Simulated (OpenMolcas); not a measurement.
**One shape, several levels: CSe (SMILES [C][Se])**

Aim: a comparison of 6 runs (HF/cc-pVTZ, B3LYP/cc-pVTZ, BLYP/cc-pVTZ, M06-2X/cc-pVTZ, SVWN5/cc-pVTZ, CCSD(T)/cc-pVTZ) of CSe. 

The calculation is run with OpenMolcas 26.06.

1 further run of the same task is left out (set aside as unsound or not needed).

## Step 1: The molecule

The species is CSe (2 atoms), meant as a singlet with charge 0. SMILES: `[C][Se]`. The C1–Se2 distance was set to 1.922 Å, away from the relaxed value.

Bond lengths: C1–Se2 1.922 Å.

## Step 2: A single-point energy at HF/cc-pVTZ (run 1)

mol.inp reads:

```
&gateway
 baslib = $CurrDir
 coord
 2
 angstrom
 C        0.000000       0.000000      -0.259220
 Se       0.000000       0.000000       1.662780
 basis = cc-pVTZ
 group = NoSym

&seward

&scf
 thresholds = 1e-10 1e-07 1e-07 1e-05
 prorbitals = 1 1
```

The basis set cc-pVTZ is read from a file made from the Basis Set Exchange's data (not shown).

On the command line:

```console
$ export MOLCAS_MEM=1860
$ pymolcas mol.inp > mol.log
```

Standard output:

```text
--- Start Module: gateway ---
[...]
--- Stop Module: gateway /rc=_RC_ALL_IS_WELL_ ---
--- Start Module: seward ---
[...]
      Basis functions           73
--- Stop Module: seward /rc=_RC_ALL_IS_WELL_ ---
[...]
--- Start Module: scf ---
[...]
       Convergence after  13 Iterations
[...]
::    Total SCF energy                              -2437.6255297015
[...]
      Total spin, S                                     0.0000000000
[...]
      Total electronic charge=   40.000000
      Total            charge=   -0.000000
[...]
      Dipole Moment (debye):
      Origin of the operator (angstrom)=    0.0000    0.0000    1.4119
                   X=  8.3416E-15               Y=  3.0250E-15               Z=  4.6053E-01           Total=  4.6053E-01
      Quadrupole Moment (debye*angstrom):
[...]
--- Stop Module: scf /rc=_RC_ALL_IS_WELL_ ---
[...]
```

It took 3.3 s on 1 thread of Arm Neoverse V1, shared host; peak memory 0.42 GiB.

## Step 3: A single-point energy at B3LYP/cc-pVTZ (run 2)

calc.input reads:

```
&GATEWAY
  BasLib
  $CurrDir
  Coord
  2
  bohr
  C      0.00000000     0.00000000    -0.48985481
  Se     0.00000000     0.00000000     3.14219881
  Basis
  cc-pVTZ
  Group
  NoSym

&SEWARD
  GridInput
  Grid=UltraFine
  End of Grid

&SCF
  KSDFT
  B3LYP
  Thresholds
  1e-10 1e-07 1e-07 1e-05
  PrOrbitals
  0
```

The basis set cc-pVTZ is read from a file made from the Basis Set Exchange's data (not shown).

On the command line:

```console
$ export MOLCAS_MEM=1860
$ pymolcas calc.input > calc.log
```

Standard output:

```text
--- Start Module: gateway ---
[...]
--- Stop Module: gateway /rc=_RC_ALL_IS_WELL_ ---
--- Start Module: seward ---
[...]
      Basis functions           73
--- Stop Module: seward /rc=_RC_ALL_IS_WELL_ ---
[...]
--- Start Module: scf ---
[...]
       Convergence after  14 Iterations
[...]
::    Total KS-DFT energy                           -2439.6181860878
[...]
      Total spin, S                                     0.0000000000
[...]
      Total electronic charge=   40.000000
      Total            charge=   -0.000000
[...]
      Dipole Moment (debye):
      Origin of the operator (angstrom)=    0.0000    0.0000    1.4119
                   X= -5.1787E-15               Y=  5.6780E-15               Z=  1.2473E+00           Total=  1.2473E+00
      Quadrupole Moment (debye*angstrom):
[...]
--- Stop Module: scf /rc=_RC_ALL_IS_WELL_ ---
[...]
```

Run time: 9.9 s. Hardware: 1 thread of Arm Neoverse V1, shared host; peak memory 0.42 GiB.

Runs 3 to 5 aren't shown in full; the table further down has their settings and results.

## Step 4: A single-point energy at CCSD(T)/cc-pVTZ (run 6)

mol.xyz reads:

```xyz
2

C      0.000000     0.000000    -0.259220
Se     0.000000     0.000000     1.662780
```

mol.input reads:

```
&GATEWAY
  BasLib=$CurrDir
  Coord=mol.xyz
  Basis=cc-pVTZ
  Group=NoSym

&SEWARD

&SCF
  Thresholds=1e-10 1e-07 1e-07 1e-05
  PrOrbitals=1

&RASSCF
  FileOrb=$Project.ScfOrb
  Spin=1
  Nactel=0 0 0
  Inactive=20
  Ras2=0
  OutOrbitals=Canonical
  OrbListing=Nothing

&MOTRA
  JobIph
  Frozen=10

&CCSDT
  CCT
  Triples=2
  Iterations=80
  Accuracy=1e-08
  Extrapolation=5 4
```

The basis set cc-pVTZ is read from a file made from the Basis Set Exchange's data (not shown).

On the command line:

```console
$ export MOLCAS_MEM=1860
$ pymolcas mol.input > mol.log
```

Standard output:

```text
--- Start Module: gateway ---
[...]
--- Stop Module: gateway /rc=_RC_ALL_IS_WELL_ ---
[...]
      Basis functions           73
[...]
       Convergence after  13 Iterations
[...]
::    Total SCF energy                              -2437.6255297015
[...]
      Total spin, S                                     0.0000000000
[...]
      Number of active orbitals                  0
[...]
      Spin quantum number                      0.0
[...]
      Active orbitals                            0
[...]
      Number of CSFs                             1
[...]
      Number of root(s) required                 1
[...]
      Convergence after  4 iterations
[...]
      Natural orbitals and occupation numbers for root  1
      ************************************************************************************************************************
      *                                                    Final results                                                     *
      ************************************************************************************************************************
[...]
::    RASSCF root number  1 Total energy:  -2437.62552970
[...]
      Total electronic charge=   40.000000
      Total            charge=   -0.000000
[...]
      Dipole Moment (debye):
      Origin of the operator (angstrom)=    0.0000    0.0000    1.4119
                   X=  8.3416E-15               Y=  3.0250E-15               Z=  4.6053E-01           Total=  4.6053E-01
      Quadrupole Moment (debye*angstrom):
[...]
--- Start Module: motra ---
[...]
      *** WARNING: Default frozen orbitals is overwritten by user input.
      *** Default values:  15
[...]
--- Stop Module: motra /rc=_RC_ALL_IS_WELL_ ---
--- Start Module: ccsdt ---
[...]
      Convergence after                    18  Iterations
      Total energy (diff) :   -2437.99801059       0.00000000
[...]
 METHOD                       : CCSD+T(CCSD)+<T3(1)WT1> = CCSD(T)
[...]
       CCSD     =     -2437.9980105932714
[...]
--- Stop Module: ccsdt /rc=_RC_ALL_IS_WELL_ ---
[...]
```

Wall time 22 s (1 thread of Arm Neoverse V1, shared host); peak memory 0.42 GiB.

## Step 5: Overview of the runs

```csv
run,level,integration grid,frozen core orbitals,energy (Eh),dipole moment (D) of the reference,HOMO energy (eV),LUMO energy (eV),wall time
1,HF/cc-pVTZ,–,–,-2437.625530,0.46,-10.57,0.28,3.3 s
2,B3LYP/cc-pVTZ,UltraFine,–,-2439.618186,1.25,-8.31,-3.54,9.9 s
3,BLYP/cc-pVTZ,UltraFine,–,-2439.627783,1.37,-7.34,-4.07,11 s
4,M06-2X/cc-pVTZ,UltraFine,–,-2439.584011,1.04,-9.56,-2.42,14 s
5,SVWN5/cc-pVTZ,UltraFine,–,-2435.818614,1.39,-7.64,-4.41,7.5 s
6,CCSD(T)/cc-pVTZ,–,10,-2438.028831,0.46,-10.57,0.28,22 s
```

## Step 6: Results

| quantity | value |
| --- | --- |
| run 6: total energy | -2438.02883 Eh |
| run 6: dipole moment (mean-field density) | 0.46 D |
| run 6: HOMO energy (Hartree–Fock orbitals) | -10.57 eV |
| run 6: LUMO energy (Hartree–Fock orbitals) | 0.28 eV |
| run 6: HOMO–LUMO gap (Hartree–Fock orbitals) | 10.85 eV |
| run 6: correlation energy (10 core orbitals frozen) | -403.3 mEh |
| run 6: (T) correction | -30.82 mEh |

Over runs 1, 2, 3, 4, 5 the dipole moment (its size) runs from 0.46 D (HF/cc-pVTZ) to 1.39 D (SVWN5/cc-pVTZ). Over runs 1, 2, 3, 4, 5 the HOMO–LUMO gap runs from 3.22 eV (SVWN5/cc-pVTZ) to 10.85 eV (HF/cc-pVTZ). Exact exchange widens orbital gaps. Totals of different functionals can't be ranked against each other. All runs together took 67 s, the longest 22 s.
